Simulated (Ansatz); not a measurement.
A nudged elastic band was laid between two geometries of a periodic cell of 29 atoms, Mg$_{12}$CO$_{12}$F$_{4}$ (surface MgO(111), adsorbate CF4).

These are results of Ansatz 0.2.0, DFT PBE, scalar-relativistic, plane waves, PAW, not measurements. Settings: PAW set soft_1, cutoff 420 eV, k mesh 2x2x1, gaussian smearing 0.05 eV, no spin polarisation.

```yaml
movable_images: 5
climbing_image: yes
spring: 5.0 eV/Å²
optimiser: quadratic models (default)
start_path: IDPP
force_threshold: 0.05 eV/Å
iteration_limit: 47
end_points: relaxed
atoms_held: 1 to 8
```

Initial state:

```xyz
29
Lattice="5.6059 0.0000 0.0000 2.8030 4.8549 0.0000 0.0000 0.0000 16.7215" Properties=species:S:1:pos:R:3
Mg 0.000 0.000 1.000
O 4.204 4.046 2.144
Mg 1.401 2.427 1.000
O 2.803 1.618 2.144
Mg 2.803 0.000 1.000
O 7.007 4.046 2.144
Mg 4.204 2.427 1.000
O 5.606 1.618 2.144
Mg 5.603 3.239 3.547
O 1.402 2.427 4.662
Mg 4.204 0.809 3.545
O 0.001 -0.001 4.681
Mg 2.806 3.238 3.547
O 4.204 2.429 4.681
Mg 1.402 0.805 3.547
O 2.801 -0.001 4.681
Mg 2.804 1.618 6.061
O 4.205 0.809 7.204
Mg 4.204 4.046 6.157
O 5.652 3.210 7.220
Mg 5.605 1.618 6.060
O 1.401 0.862 7.220
Mg 7.008 4.047 6.060
O 2.757 3.210 7.220
C 4.228 0.797 11.115
F 4.495 2.030 10.694
F 3.024 0.416 10.698
F 5.157 -0.051 10.686
F 4.234 0.794 12.478
```

Final state:

Only the atoms that move by more than 0.05 Å are listed.
```
Mg17 2.834 1.567 6.059
O18 4.293 0.859 7.331
Mg19 4.203 4.044 6.043
O20 5.614 3.301 7.086
Mg21 5.657 1.647 6.093
O22 1.463 0.782 7.086
Mg23 6.979 4.096 6.059
O24 2.754 3.207 7.090
C25 4.396 0.918 8.714
F26 2.312 2.949 8.399
F27 3.341 0.311 9.289
F28 5.515 0.332 9.175
F29 4.452 2.179 9.176
```

What changes between the two ends?

Contacts lost: C25–F26. Contacts made: O18–C25, O24–F26. The atom that moves furthest is F29, by 3.59 Å; four of its nearest neighbours are C25 1.36, F27 2.19, F26 2.19, F28 2.19 Å at the first end and C25 1.34, F28 2.13, F27 2.18, O18 2.27 Å at the last.

Give the energies along the band, and the barrier.

The run converged. The highest image is number 4 of 0 to 6, 2.69 eV above the first end and 3.19 eV above the last; the last end lies 0.50 eV below the first. Neighbouring images differ by up to 3.0 eV, so the band resolves the path poorly. By the program's own check the climbing image is of a kind that is not told: the force calls were inconclusive, a negative curvature could not be distinguished from the path's own, the only one lies far off the path, or fixed occupations may fill a level only in part (lowest curvatures found: -0.45 and 0.38 eV/Å²). Limits of this set-up: coarse k mesh, slab without dipole correction, no dispersion correction for a molecule that may bind weakly.

```json
{"image": "0", "path coordinate (Å)": "0.00", "energy (eV)": "0.00", "C25–F26 (Å)": "1.33", "O18–C25 (Å)": "3.91", "O24–F26 (Å)": "4.06"}
{"image": "1", "path coordinate (Å)": "1.68", "energy (eV)": "0.00", "C25–F26 (Å)": "1.33", "O18–C25 (Å)": "3.94", "O24–F26 (Å)": "3.58"}
{"image": "2", "path coordinate (Å)": "3.36", "energy (eV)": "0.01", "C25–F26 (Å)": "1.33", "O18–C25 (Å)": "3.88", "O24–F26 (Å)": "3.30"}
{"image": "3", "path coordinate (Å)": "5.04", "energy (eV)": "0.21", "C25–F26 (Å)": "1.32", "O18–C25 (Å)": "3.27", "O24–F26 (Å)": "2.51"}
{"image": "4", "path coordinate (Å)": "6.73", "energy (eV)": "2.69", "C25–F26 (Å)": "1.99", "O18–C25 (Å)": "2.72", "O24–F26 (Å)": "1.42"}
{"image": "5", "path coordinate (Å)": "9.16", "energy (eV)": "-0.34", "C25–F26 (Å)": "2.83", "O18–C25 (Å)": "1.40", "O24–F26 (Å)": "1.40"}
{"image": "6", "path coordinate (Å)": "11.59", "energy (eV)": "-0.50", "C25–F26 (Å)": "2.93", "O18–C25 (Å)": "1.39", "O24–F26 (Å)": "1.41"}
```

What is the geometry of the highest image?


```xyz
29
Lattice="5.6059 0.0000 0.0000 2.8030 4.8549 0.0000 0.0000 0.0000 16.7215" Properties=species:S:1:pos:R:3
Mg 0.000 0.000 1.000
O 4.204 4.046 2.144
Mg 1.401 2.427 1.000
O 2.803 1.618 2.144
Mg 2.803 0.000 1.000
O 7.007 4.046 2.144
Mg 4.204 2.427 1.000
O 5.606 1.618 2.144
Mg 5.607 3.232 3.524
O 1.410 2.435 4.685
Mg 4.211 0.811 3.525
O -0.002 -0.014 4.698
Mg 2.802 3.238 3.523
O 4.196 2.435 4.679
Mg 1.394 0.811 3.524
O 2.804 -0.002 4.640
Mg 2.792 1.563 6.000
O 4.165 0.831 7.156
Mg 4.260 4.073 6.042
O 5.611 3.266 7.187
Mg 5.606 1.626 6.111
O 1.428 0.803 7.171
Mg 6.962 4.081 6.069
O 2.824 3.212 7.094
C 3.641 1.737 9.665
F 2.842 3.145 8.517
F 2.988 0.667 9.486
F 4.897 1.771 9.496
F 3.217 2.462 10.666
```

The run took 47 min on 2 threads of Arm Neoverse V2, on a shared host, peak memory 1.9 GiB.
